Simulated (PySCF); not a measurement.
# C4H3F3: the cost of one run

Programs: PySCF 2.14.0, with density-fitted response routines of our own. Each step states its level of theory. These are calculated values for one molecule, in the gas phase or a continuum, unless marked as measured. Atoms count from 0, in the outputs and in this text.

**1. Starting geometry**

10 atoms, charge 0, multiplicity 1; geometry from: GFN2-xTB. The atoms were then displaced at random by about 0.01 Å, so the start is not that level's minimum.

Bonds of the start (Å): C0–C1 1.21, C1–C2 1.46, C2–C3 1.49, C3–F4 1.38, C3–F5 1.34, C3–F6 1.33, C0–H7 1.05, C2–H8 1.11, C2–H9 1.08.

**2. Optimising the geometry at PBE0-D3(BJ)/def2-SVP**

The job: settings as JSON, then the geometry in Å.

```
{"job": {"xc": "PBE0", "basis": "def2-SVP", "d3": "d3bj", "grid": 1, "shake": 0.01, "kind": "geom"}, "charge": 0, "multiplicity": 1}
C      2.300460     0.054480     0.071400
C      1.150100    -0.293880     0.233720
C     -0.241390    -0.702640     0.419900
C     -1.128190     0.484260     0.244360
F     -2.445500     0.109240     0.417780
F     -1.092780     1.022110    -0.979660
F     -0.912860     1.467960     1.119580
H      3.287460     0.393610    -0.082300
H     -0.368220    -1.089860     1.457120
H     -0.498650    -1.466200    -0.294180
```

On the command line:

```
$ OMP_NUM_THREADS=1 python probes_run.py task.json out
```

One launch serves the whole session: the jobs run in the order shown.

Q: Estimate the wall time and peak memory of this first job on 1 thread of Arm Neoverse N1, shared host.

About 35 s, with a peak of 0.46 GiB.
